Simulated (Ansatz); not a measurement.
# BrClH2O2Zr: one species, many methods

The task here is to estimate one member of a computed series from the others.

Program: Ansatz 0.2.0, Gaussian basis. Level of theory: functionals in def2-TZVPP, the program's frozen cores in correlated methods. These are calculated values, not measurements.

The runs, in order: LDA (SPW92), PBE-D4, revPBE-D4, BLYP-D4, r2SCAN-D4, B97M-V, PBE0-D4, B3LYP-D4, r2SCANh-D4, r2SCAN0-D4, HSE06-D4, BHLYP-D4, CAM-B3LYP-D4, LC-ωPBE, ωB97X-V, ωB97M-V, B2PLYP, PBE-QIDH; CCSD(T)/def2-SVP; CCSD(T)/def2-TZVPP; MP2/def2-QZVPP; extrapolation to the limit; RPA on PBE.

### The relaxed structure

The geometry comes from an earlier relaxation with PBE0-D4 in a triple-zeta def2 set; it is a stationary point, not always the lowest conformer. Zr takes the def2 core potential; no spin-orbit term is included.

SMILES `[OH][Zr]([OH])([Cl])[Br]`, 7 atoms, charge 0, spin multiplicity 1.

Atoms are counted from 1 here; the program's logs count them from 0.

Bond lengths: O1–Zr2 1.892 Å, O1–H6 0.953 Å, Zr2–O3 1.892 Å, Zr2–Cl4 2.356 Å, Zr2–Br5 2.518 Å, O3–H7 0.953 Å. Angles: Zr2–O1–H6 171.7°, O1–Zr2–O3 110.6°, O1–Zr2–Cl4 108.9°, O1–Zr2–Br5 109.0°, O3–Zr2–Cl4 108.9°, O3–Zr2–Br5 109.0°, Cl4–Zr2–Br5 110.5°, Zr2–O3–H7 171.6°.

Set-up of the first run:

in.yaml

```yaml
crystal:
  periodic: [false, false, false]
  atoms:
    - {symbol: O, position_ang: [-1.239892, 0.659045, 0.949705]}
    - {symbol: Zr, position_ang: [-0.053237, 0.059163, -0.396434]}
    - {symbol: O, position_ang: [1.359730, -0.946899, 0.359597]}
    - {symbol: Cl, position_ang: [-1.239704, -1.306698, -1.904833]}
    - {symbol: Br, position_ang: [0.910162, 2.056574, -1.588176]}
    - {symbol: H, position_ang: [-1.750850, 0.902341, 1.716817]}
    - {symbol: H, position_ang: [2.013800, -1.423536, 0.863323]}
basis:
  gaussian: {orbitals: def2-TZVPP}
hamiltonian: {xc: lda}
output: {orbitals: {seedname: orbitals}}
```

The run is started by

```bash
ansatz run in.yaml --threads 4 --pin off --events-out ev --progress --plain --max-ram 10444MiB
```

Among the steps run: LDA; PBE-D4 (GGA); revPBE-D4 (GGA); BLYP-D4 (GGA); r2SCAN-D4 (meta-GGA); B97M-V (meta-GGA); PBE0-D4 (hybrid); B3LYP-D4 (hybrid); r2SCANh-D4 (hybrid); r2SCAN0-D4 (hybrid); HSE06-D4 (hybrid); BHLYP-D4 (hybrid); CAM-B3LYP-D4 (range-separated); LC-ωPBE (range-separated); ωB97X-V (range-separated); ωB97M-V (range-separated); B2PLYP (double hybrid); PBE-QIDH (double hybrid).

One table of the session follows, with a row left open; its other results are not shown here.

It belongs to the step «Frontier levels by functional». 

```
  functional  HOMO (eV)  gap (eV)
 LDA (SPW92)      -7.31      4.91
      PBE-D4          ?         ?
   revPBE-D4      -7.07      4.99
     BLYP-D4      -6.96      4.92
   r2SCAN-D4      -7.49      5.47
      B97M-V      -7.53      5.56
     PBE0-D4      -8.42      7.05
    B3LYP-D4      -8.15      6.57
  r2SCANh-D4      -7.96      6.23
  r2SCAN0-D4      -8.66      7.39
    HSE06-D4      -8.03      6.28
    BHLYP-D4      -9.54      9.13
CAM-B3LYP-D4      -9.72      9.43
     LC-ωPBE     -11.11     11.96
     ωB97X-V     -10.75     11.50
     ωB97M-V     -10.60     11.08
```

**Question.** Estimate the row for PBE-D4.

**Answer.** HOMO (eV): -7.13; gap (eV): 4.97. In the column «HOMO (eV)» it lies between LDA (SPW92) (-7.31) and revPBE-D4 (-7.07).
